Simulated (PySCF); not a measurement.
# BiTe (R-3m) in PySCF: notebook

One crystal, BiTe, is run at these levels: PBEsol; tasks: density of states, single point, equation of state.

All numbers are computed with PySCF 2.14.0; they aren't measurements. Logs are shortened: lines on timing, memory, paths and dates and some standing lists are left out, and cuts for length are marked.

### 1 Starting point

Symmetry: R-3m, No. 166, trigonal system. Conventional cell: a = 4.845 Å, b = 4.845 Å, c = 9.952 Å, α = 90.00°, β = 90.00°, γ = 120.00°. Bi (site symmetry -3m) is surrounded by 6 Te at 3.25 Å. Te (site symmetry -3m) is surrounded by 6 Bi at 3.25 Å.

The cell comes from a database or a generator and needn't be the stable form of this composition.

### 2 Density of states, PBEsol

The input, run.py:

```python
import json
import numpy as np
from pyscf.pbc import gto, scf, dft, df

cell = gto.Cell()
cell.a = '''
  2.4227077728    1.3987509848    3.3172919545
 -2.4227077728    1.3987509848    3.3172919545
  0.0000000000   -2.7975019696    3.3172919545'''
cell.atom = '''
Bi   0.0000000000    0.0000000000    4.9759379318
Te   0.0000000000    0.0000000000    0.0000000000'''
cell.unit = 'A'
cell.basis = {'Bi': 'DZVP-MOLOPT-SR-GTH-q5', 'Te': 'DZVP-MOLOPT-SR-GTH-q6'}
cell.pseudo = {'Bi': 'GTH-PBE-q5', 'Te': 'GTH-PBE-q6'}
cell.ke_cutoff = 50  # hartree
cell.exp_to_discard = 0.02
cell.precision = 1e-08
cell.space_group_symmetry = True
cell.symmorphic = False
cell.max_memory = 2940  # MB
cell.verbose = 4
cell.build()

res = {}
kpts = cell.make_kpts([8, 8, 8], space_group_symmetry=True, time_reversal_symmetry=True)
cell.space_group_symmetry = False  # the mesh holds the operations; no search on the supercells of the integral code
mf = dft.KRKS(cell, kpts, xc='pbesol')
mf = mf.multigrid_numint()
mf = mf.smearing(sigma=0.00183747, method='fermi')  # hartree
mf.conv_tol = 1e-07
mf.max_cycle = 60

mf.kernel()
res.update(converged=bool(mf.converged), e_tot=mf.e_tot, nelec=cell.nelectron, nao=cell.nao, mesh=list(map(int, cell.mesh)), a=cell.lattice_vectors().tolist(), coords=cell.atom_coords().tolist(),
           mo_energy=[np.real(x).tolist() for x in mf.mo_energy], mo_occ=[np.real(x).tolist() for x in mf.mo_occ])
res.update(e_free=mf.e_free, e_zero=mf.e_zero)
res.update(kpts=kpts.kpts_scaled_ibz.tolist(), weights=kpts.weights_ibz.tolist())
res['parts'] = {k: float(np.real(v)) for k, v in mf.scf_summary.items() if np.isscalar(v)}
json.dump(res, open('results.json', 'w'))
if not mf.converged:
    raise SystemExit('SCF not converged')

print('levels (eV)')
for i, kp in enumerate(res['kpts'][:40]):
    print('k %7.4f %7.4f %7.4f  ' % tuple(kp), ' '.join('%.3f' % (x * 27.211386) for x in res['mo_energy'][i][:11]))

mf = mf.to_khf()  # unfold to the whole mesh
kpts = mf.kpts
# Mulliken populations
dm, s = np.asarray(mf.make_rdm1()), np.asarray(mf.get_ovlp())
sites = cell.aoslice_by_atom()[:, 2:]
tot = np.einsum('kij,kji->i', dm, s).real / len(kpts)
res['mulliken'] = [cell.atom_charge(i) - tot[a0:a1].sum() for i, (a0, a1) in enumerate(sites)]
print('Mulliken charges', np.round(res['mulliken'], 5))

# density of states, Gaussians of 0.15 eV
e = np.asarray(mf.mo_energy).real.reshape(1, -1) * 27.211386
ef = mf.get_fermi()
ef = np.max(ef) * 27.211386
x = np.arange(-15, 10.01, 0.1) + round(ef, 1)
dos = np.exp(-((x[:, None, None] - e) / 0.15) ** 2 / 2).sum(-1).T / (0.15 * np.sqrt(2 * np.pi) * len(kpts)) * 2
res.update(dos_e=x.tolist(), dos=dos.tolist())
for a, b in zip(x[::5], dos.T[::5]):
    print('%8.2f' % a, ' '.join('%9.4f' % y for y in b))

# density on a uniform mesh
grids = dft.gen_grid.UniformGrids(cell)
grids.mesh = [23, 23, 23]
grids.build()
ni = dft.numint.KNumInt()
rho = [ni.get_rho(cell, x, grids, kpts) for x in [dm]]
np.save('rho.npy', np.reshape(rho, (-1, *grids.mesh)))
res['done'] = True
json.dump(res, open('results.json', 'w'))
```

Potentials or basis: DZVP-MOLOPT-SR/GTH-PBE (potentials made for PBE).

On the command line:

```
OMP_NUM_THREADS=2 python -u run.py > log
```

Log:

```text
pyscf/pbc/gto/cell.py:1403: UserWarning: Electron number 11 and spin 0 are not consistent in cell

  warnings.warn('Electron number %d and spin %d are not consistent '
Discarded 0 diffused primitive functions, 0 contracted functions

PySCF version 2.14.0

[INPUT] verbose = 4
[INPUT] num. atoms = 2
[INPUT] num. electrons = 11
[INPUT] charge = 0
[INPUT] spin (= nelec alpha-beta = 2S) = 0
[INPUT] symmetry False subgroup None
[INPUT] Mole.unit = A
[INPUT] Symbol           X                Y                Z      unit          X                Y                Z       unit  Magmom
[INPUT]  1 Bi     0.000000000000   0.000000000000   4.975937931800 AA    0.000000000000   0.000000000000   9.403159903937 Bohr   0.0
[INPUT]  2 Te     0.000000000000   0.000000000000   0.000000000000 AA    0.000000000000   0.000000000000   0.000000000000 Bohr   0.0

nuclear repulsion = -14.1610817531327
number of shells = 6
number of NR pGTOs = 90
number of NR cGTOs = 26
basis = {'Bi': 'DZVP-MOLOPT-SR-GTH-q5', 'Te': 'DZVP-MOLOPT-SR-GTH-q6'}
ecp = {}
lattice vectors  a1 [4.578254170, 2.643256278, 6.268773269]
                 a2 [-4.578254170, 2.643256278, 6.268773269]
                 a3 [0.000000000, -5.286512555, 6.268773269]
dimension = 3
low_dim_ft_type = None
Cell volume = 455.169
exp_to_discard = 0.02
rcut = 29.954154198327636 (nimgs = [5 5 5])
precision = 1e-08
pseudo = {'Bi': 'GTH-PBE-q5', 'Te': 'GTH-PBE-q6'}
ke_cutoff = 50
    = [29 29 29] mesh (24389 PWs)
[Cell] Point group symbol:  -3m
time reversal: False
k-points in IBZ                         weights
  0:  0.000000,  0.000000,  0.000000    1/512
  1:  0.500000, -0.000000,  0.000000    3/512
  2:  0.500000,  0.500000,  0.000000    3/512
  3:  0.500000,  0.500000,  0.500000    1/512
  4:  0.625000, -0.000000, -0.000000    6/512
  5:  0.625000,  0.375000,  0.000000    6/512
[... 57 lines left out ...]
 63:  0.875000,  0.875000,  0.750000    6/512
 64:  0.875000,  0.875000,  0.875000    2/512

******** <class 'pyscf.pbc.scf.smearing.SmearingKsymAdaptedKRKS'> ********
method = SmearingKsymAdaptedKRKS
initial guess = minao
damping factor = 0
level_shift factor = 0
DIIS = <class 'pyscf.scf.diis.CDIIS'>
diis_start_cycle = 1
diis_space = 8
diis_damp = 0
SCF conv_tol = 1e-07
SCF conv_tol_grad = None
SCF max_cycles = 60
direct_scf = True
direct_scf_tol = 1e-13

******** PBC SCF flags ********
N kpts (BZ) = 512
N kpts (IBZ) = 65
Exchange divergence treatment (exxdiv) = ewald
    madelung (= occupied orbital energy shift) = 0.04677715303482567
    Total energy shift due to Ewald probe charge = -1/2 * Nelec*madelung = -0.257274341692
DF object = <pyscf.pbc.df.fft.FFTDF object>
XC functionals = pbesol
small_rho_cutoff = 0
Uniform grid, mesh = [29 29 29]
Set gradient conv threshold to 0.000316228
nelec by numeric integration = 10.999999999999995
init E= -13.5890724187354
    sigma = 0.00183747  Optimized mu = 0.246597680569  entropy = 0.224012751347
nelec by numeric integration = 11.00000000000297
    Total E(T) = -13.6743827466407  Free energy = -13.6747943633509  E0 = -13.6745885549958
cycle= 1 E= -13.6743827466407  delta_E= -0.0853  |g|= 0.271  |ddm|=   21
    sigma = 0.00183747  Optimized mu = 0.231905349716  entropy = 0.232616418044
nelec by numeric integration = 11.000000000002865
    Total E(T) = -13.6750351561912  Free energy = -13.6754625818808  E0 = -13.675248869036
cycle= 2 E= -13.6750351561912  delta_E= -0.000652  |g|= 0.226  |ddm|= 2.73
    sigma = 0.00183747  Optimized mu = 0.234039112819  entropy = 0.229332196586
nelec by numeric integration = 11.000000000002894
    Total E(T) = -13.6753503408892  Free energy = -13.6757717319205  E0 = -13.6755610364049
cycle= 3 E= -13.6753503408892  delta_E= -0.000315  |g|= 0.159  |ddm|=  1.7
    sigma = 0.00183747  Optimized mu = 0.234207415412  entropy = 0.230853256122
nelec by numeric integration = 11.00000000000289
    Total E(T) = -13.6756462493049  Free energy = -13.6760704352374  E0 = -13.6758583422711
cycle= 4 E= -13.6756462493049  delta_E= -0.000296  |g|= 0.000826  |ddm|= 0.692
    sigma = 0.00183747  Optimized mu = 0.234194377824  entropy = 0.230818682176
nelec by numeric integration = 11.00000000000289
    Total E(T) = -13.6756463247853  Free energy = -13.6760704471893  E0 = -13.6758583859873
cycle= 5 E= -13.6756463247853  delta_E= -7.55e-08  |g|= 0.000131  |ddm|= 0.00728
    sigma = 0.00183747  Optimized mu = 0.234194042856  entropy = 0.230823552823
nelec by numeric integration = 11.00000000000289
    Total E(T) = -13.6756463161769  Free energy = -13.6760704475305  E0 = -13.6758583818537
Extra cycle  E= -13.6756463161769  delta_E= 8.61e-09  |g|= 6.12e-05  |ddm|= 0.00199
converged SCF energy = -13.6756463161769
levels (eV)
k  0.0000  0.0000  0.0000   -7.043 -1.801 3.483 3.483 4.844 8.309 8.985 8.985 10.657 10.657 13.511
k  0.5000 -0.0000  0.0000   -5.154 -4.926 4.479 4.545 5.346 5.357 5.698 6.642 14.276 15.232 15.295
k  0.5000  0.5000  0.0000   -5.278 -3.530 0.678 1.843 3.081 8.928 9.536 10.107 11.051 14.865 16.567
k  0.5000  0.5000  0.5000   -4.784 -4.495 3.967 3.967 4.126 4.737 5.026 5.026 15.421 16.832 17.666
k  0.6250 -0.0000 -0.0000   -5.904 -4.025 4.188 4.372 5.043 5.854 6.213 6.971 13.256 13.348 15.945
k  0.6250  0.3750  0.0000   -4.962 -4.350 1.023 2.825 3.506 8.166 8.555 10.243 10.577 16.000 16.416
[... 32 lines left out ...]
k  0.8750  0.3750  0.3750   -5.331 -3.679 1.105 2.051 3.018 8.982 9.560 10.026 10.625 15.559 16.127
k  0.8750  0.5000 -0.0000   -5.273 -4.651 3.227 3.877 4.563 6.342 7.039 7.497 12.428 15.082 15.702
Mulliken charges [ 0.0176 -0.0176]
   -8.60    0.0000
   -8.10    0.0000
   -7.60    0.0000
   -7.10    0.0728
   -6.60    0.4572
   -6.10    0.7511
[... 43 lines left out ...]
   15.90    1.3703
   16.40    2.2416
```

Run time: 5.3 min. Hardware: 2 threads of Intel Xeon at 2.50GHz (Skylake/Cascade Lake), shared host; peak memory 2.7 GiB.

Results:

* Free energy: -372.1448 eV
* Band gap on the k mesh: none (metal or under the smearing width)
* Mulliken charges: Bi +0.02; Te -0.02 e

States per cell in windows of 0.5 eV (zero at the Fermi level; states under -8 eV left out):
| from (eV) | total |
| --- | --- |
| -8.0 | 0.00 |
| -7.5 | 0.00 |
| -7.0 | 0.00 |
| -6.5 | 0.00 |
| -6.0 | 0.05 |
| -5.5 | 0.26 |
| -5.0 | 0.49 |
| -4.5 | 0.80 |
| -4.0 | 0.76 |
| -3.5 | 0.83 |
| -3.0 | 0.93 |
| -2.5 | 0.90 |
| -2.0 | 0.68 |
| -1.5 | 0.37 |
| -1.0 | 0.40 |
| -0.5 | 0.53 |
| 0.0 | 0.66 |
| 0.5 | 0.66 |
| 1.0 | 0.52 |
| 1.5 | 0.64 |
| 2.0 | 0.61 |
| 2.5 | 0.79 |
| 3.0 | 0.73 |
| 3.5 | 0.52 |
| 4.0 | 0.45 |
| 4.5 | 0.31 |
| 5.0 | 0.36 |
| 5.5 | 0.34 |
| 6.0 | 0.39 |
| 6.5 | 0.24 |
| 7.0 | 0.43 |
| 7.5 | 0.52 |

Caveat: Mulliken charges move with the basis; the potentials were made for another functional, which shifts forces and pressure; spin-orbit coupling is left out, which moves the levels of the heavy elements; the basis of atomic orbitals isn't converged, which shifts pressures, moduli and gaps.

### 3 Single point, PBEsol, 31.70 Å³/atom (volume scaled by 0.94)

run.py, as its differences from that of step 2:

```diff
@@ -6,7 +6,7 @@
 cell.a = '''
-  2.4227077728    1.3987509848    3.3172919545
- -2.4227077728    1.3987509848    3.3172919545
-  0.0000000000   -2.7975019696    3.3172919545'''
+  2.3732508797    1.3701970343    3.2495731172
+ -2.3732508797    1.3701970343    3.2495731172
+  0.0000000000   -2.7403940685    3.2495731172'''
 cell.atom = '''
-Bi   0.0000000000    0.0000000000    4.9759379318
+Bi   0.0000000000    0.0000000001    4.8743596758
 Te   0.0000000000    0.0000000000    0.0000000000'''
@@ -55,20 +55,2 @@
 print('Mulliken charges', np.round(res['mulliken'], 5))
-
-# density of states, Gaussians of 0.15 eV
-e = np.asarray(mf.mo_energy).real.reshape(1, -1) * 27.211386
-ef = mf.get_fermi()
-ef = np.max(ef) * 27.211386
-x = np.arange(-15, 10.01, 0.1) + round(ef, 1)
-dos = np.exp(-((x[:, None, None] - e) / 0.15) ** 2 / 2).sum(-1).T / (0.15 * np.sqrt(2 * np.pi) * len(kpts)) * 2
-res.update(dos_e=x.tolist(), dos=dos.tolist())
-for a, b in zip(x[::5], dos.T[::5]):
-    print('%8.2f' % a, ' '.join('%9.4f' % y for y in b))
-
-# density on a uniform mesh
-grids = dft.gen_grid.UniformGrids(cell)
-grids.mesh = [23, 23, 23]
-grids.build()
-ni = dft.numint.KNumInt()
-rho = [ni.get_rho(cell, x, grids, kpts) for x in [dm]]
-np.save('rho.npy', np.reshape(rho, (-1, *grids.mesh)))
 res['done'] = True
```

Potentials or basis: DZVP-MOLOPT-SR/GTH-PBE (potentials made for PBE).

On the command line:

```
OMP_NUM_THREADS=2 python -u run.py > log
```

Log:

```text
pyscf/pbc/gto/cell.py:1403: UserWarning: Electron number 11 and spin 0 are not consistent in cell

  warnings.warn('Electron number %d and spin %d are not consistent '
Discarded 0 diffused primitive functions, 0 contracted functions

PySCF version 2.14.0

[INPUT] verbose = 4
[INPUT] num. atoms = 2
[INPUT] num. electrons = 11
[INPUT] charge = 0
[INPUT] spin (= nelec alpha-beta = 2S) = 0
[INPUT] symmetry False subgroup None
[INPUT] Mole.unit = A
[INPUT] Symbol           X                Y                Z      unit          X                Y                Z       unit  Magmom
[INPUT]  1 Bi     0.000000000000   0.000000000100   4.874359675800 AA    0.000000000000   0.000000000189   9.211204819886 Bohr   0.0
[INPUT]  2 Te     0.000000000000   0.000000000000   0.000000000000 AA    0.000000000000   0.000000000000   0.000000000000 Bohr   0.0

nuclear repulsion = -14.4561888200737
number of shells = 6
number of NR pGTOs = 90
number of NR cGTOs = 26
basis = {'Bi': 'DZVP-MOLOPT-SR-GTH-q5', 'Te': 'DZVP-MOLOPT-SR-GTH-q6'}
ecp = {}
lattice vectors  a1 [4.484794188, 2.589297132, 6.140803213]
                 a2 [-4.484794188, 2.589297132, 6.140803213]
                 a3 [0.000000000, -5.178594263, 6.140803213]
dimension = 3
low_dim_ft_type = None
Cell volume = 427.859
exp_to_discard = 0.02
rcut = 29.954154198327636 (nimgs = [5 5 5])
precision = 1e-08
pseudo = {'Bi': 'GTH-PBE-q5', 'Te': 'GTH-PBE-q6'}
ke_cutoff = 50
    = [27 27 27] mesh (19683 PWs)
[Cell] Point group symbol:  -3m
time reversal: False
k-points in IBZ                         weights
  0:  0.000000,  0.000000,  0.000000    1/512
  1:  0.500000,  0.000000,  0.000000    3/512
  2:  0.500000,  0.500000,  0.000000    3/512
  3:  0.500000,  0.500000,  0.500000    1/512
  4:  0.625000,  0.000000,  0.000000    6/512
  5:  0.625000,  0.375000,  0.000000    6/512
[... 57 lines left out ...]
 63:  0.875000,  0.875000,  0.750000    6/512
 64:  0.875000,  0.875000,  0.875000    2/512

******** <class 'pyscf.pbc.scf.smearing.SmearingKsymAdaptedKRKS'> ********
method = SmearingKsymAdaptedKRKS
initial guess = minao
damping factor = 0
level_shift factor = 0
DIIS = <class 'pyscf.scf.diis.CDIIS'>
diis_start_cycle = 1
diis_space = 8
diis_damp = 0
SCF conv_tol = 1e-07
SCF conv_tol_grad = None
SCF max_cycles = 60
direct_scf = True
direct_scf_tol = 1e-13

******** PBC SCF flags ********
N kpts (BZ) = 512
N kpts (IBZ) = 65
Exchange divergence treatment (exxdiv) = ewald
    madelung (= occupied orbital energy shift) = 0.04775195627887274
    Total energy shift due to Ewald probe charge = -1/2 * Nelec*madelung = -0.262635759534
DF object = <pyscf.pbc.df.fft.FFTDF object>
XC functionals = pbesol
small_rho_cutoff = 0
Uniform grid, mesh = [27 27 27]
Set gradient conv threshold to 0.000316228
nelec by numeric integration = 11.000000000000014
init E= -13.6237067896427
    sigma = 0.00183747  Optimized mu = 0.273256373701  entropy = 0.201352442398
nelec by numeric integration = 11.000000000011177
    Total E(T) = -13.6737412542691  Free energy = -13.6741112333414  E0 = -13.6739262438053
cycle= 1 E= -13.6737412542691  delta_E= -0.05  |g|= 0.23  |ddm|= 22.1
    sigma = 0.00183747  Optimized mu = 0.260748699204  entropy = 0.210461153325
nelec by numeric integration = 11.000000000010882
    Total E(T) = -13.6745170497522  Free energy = -13.6749037658076  E0 = -13.6747104077799
cycle= 2 E= -13.6745170497522  delta_E= -0.000776  |g|= 0.115  |ddm|= 2.32
    sigma = 0.00183747  Optimized mu = 0.262622612526  entropy = 0.207024417536
nelec by numeric integration = 11.000000000010914
    Total E(T) = -13.6745598728246  Free energy = -13.6749402739811  E0 = -13.6747500734029
cycle= 3 E= -13.6745598728246  delta_E= -4.28e-05  |g|= 0.103  |ddm|= 1.04
    sigma = 0.00183747  Optimized mu = 0.262573853529  entropy = 0.208619919114
nelec by numeric integration = 11.000000000010925
    Total E(T) = -13.6746797023302  Free energy = -13.675063035173  E0 = -13.6748713687516
cycle= 4 E= -13.6746797023302  delta_E= -0.00012  |g|= 0.000537  |ddm|= 0.481
    sigma = 0.00183747  Optimized mu = 0.262565999595  entropy = 0.208588283945
nelec by numeric integration = 11.00000000001092
    Total E(T) = -13.6746797666889  Free energy = -13.675063041403  E0 = -13.6748714040459
cycle= 5 E= -13.6746797666889  delta_E= -6.44e-08  |g|= 9.18e-05  |ddm|= 0.00565
    sigma = 0.00183747  Optimized mu = 0.262565658429  entropy = 0.208592468869
nelec by numeric integration = 11.000000000010925
    Total E(T) = -13.67467975916  Free energy = -13.6750630415638  E0 = -13.6748714003619
Extra cycle  E= -13.67467975916  delta_E= 7.53e-09  |g|= 4.46e-05  |ddm|= 0.00147
converged SCF energy = -13.67467975916
levels (eV)
k  0.0000  0.0000  0.0000   -6.735 -0.831 4.048 4.048 5.508 9.217 9.923 9.923 11.241 11.241 14.233
k  0.5000  0.0000  0.0000   -4.687 -4.416 5.108 5.228 6.062 6.156 6.353 7.438 15.157 15.831 16.074
k  0.5000  0.5000  0.0000   -4.769 -2.798 1.002 2.266 3.596 9.428 10.565 11.180 12.258 15.748 17.538
k  0.5000  0.5000  0.5000   -4.258 -3.917 4.545 4.545 4.802 5.390 5.628 5.628 16.464 17.912 18.485
k  0.6250  0.0000  0.0000   -5.501 -3.422 4.794 5.061 5.778 6.606 6.908 7.794 13.916 14.100 16.877
k  0.6250  0.3750  0.0000   -4.429 -3.758 1.370 3.395 4.049 9.048 9.505 10.823 11.712 16.949 17.354
[... 32 lines left out ...]
k  0.8750  0.3750  0.3750   -4.839 -2.976 1.473 2.488 3.527 9.874 10.570 10.720 11.794 16.492 16.999
k  0.8750  0.5000  0.0000   -4.806 -4.114 3.772 4.502 5.240 7.091 7.861 8.387 13.081 15.917 16.444
Mulliken charges [-0.0111  0.0111]
```

Run time: 4.5 min. Hardware: 2 threads of Intel Xeon at 2.50GHz (Skylake/Cascade Lake), shared host; peak memory 2.7 GiB.

What came out:

```
Free energy            : -372.1174 eV
Band gap on the k mesh : none (metal or under the smearing width)
Mulliken charges       : Bi -0.01; Te +0.01 e
```

Caveat: Mulliken charges move with the basis; the potentials were made for another functional, which shifts forces and pressure; spin-orbit coupling is left out, which moves the levels of the heavy elements; the basis of atomic orbitals isn't converged, which shifts pressures, moduli and gaps.

### 4 Single point, PBEsol, 32.38 Å³/atom (volume scaled by 0.96)

run.py, as its differences from that of step 3:

```diff
@@ -6,7 +6,7 @@
 cell.a = '''
-  2.3732508797    1.3701970343    3.2495731172
- -2.3732508797    1.3701970343    3.2495731172
-  0.0000000000   -2.7403940685    3.2495731172'''
+  2.3899644647    1.3798466271    3.2724581889
+ -2.3899644647    1.3798466271    3.2724581889
+  0.0000000000   -2.7596932542    3.2724581889'''
 cell.atom = '''
-Bi   0.0000000000    0.0000000001    4.8743596758
+Bi   0.0000000000    0.0000000000    4.9086872834
 Te   0.0000000000    0.0000000000    0.0000000000'''
```

On the command line:

```
OMP_NUM_THREADS=2 python -u run.py > log
```

Wall time 4.1 min (2 threads of Intel Xeon at 2.50GHz (Skylake/Cascade Lake), shared host); peak memory 2.7 GiB.

It converged, with:

```
Free energy            : -372.1368 eV
Band gap on the k mesh : none (metal or under the smearing width)
```

Caveat: Mulliken charges move with the basis; the potentials were made for another functional, which shifts forces and pressure; spin-orbit coupling is left out, which moves the levels of the heavy elements; the basis of atomic orbitals isn't converged, which shifts pressures, moduli and gaps.

### 5 Single point, PBEsol, 33.05 Å³/atom (volume scaled by 0.98)

run.py, as its differences from that of step 4:

```diff
@@ -6,7 +6,7 @@
 cell.a = '''
-  2.3899644647    1.3798466271    3.2724581889
- -2.3899644647    1.3798466271    3.2724581889
-  0.0000000000   -2.7596932542    3.2724581889'''
+  2.4064474992    1.3893631114    3.2950275793
+ -2.4064474992    1.3893631114    3.2950275793
+  0.0000000000   -2.7787262229    3.2950275793'''
 cell.atom = '''
-Bi   0.0000000000    0.0000000000    4.9086872834
+Bi   0.0000000000   -0.0000000001    4.9425413690
 Te   0.0000000000    0.0000000000    0.0000000000'''
```

On the command line:

```
OMP_NUM_THREADS=2 python -u run.py > log
```

It took 4.1 min on 2 threads of Intel Xeon at 2.50GHz (Skylake/Cascade Lake), shared host; peak memory 2.7 GiB.

The run converged. Its results:

| Quantity | Value |
| --- | --- |
| Free energy | -372.1455 eV |
| Band gap on the k mesh | none (metal or under the smearing width) |
| Mulliken charges | Bi +0.01; Te -0.01 e |

Caveat: Mulliken charges move with the basis; the potentials were made for another functional, which shifts forces and pressure; spin-orbit coupling is left out, which moves the levels of the heavy elements; the basis of atomic orbitals isn't converged, which shifts pressures, moduli and gaps.

[end of part 1 of 2]
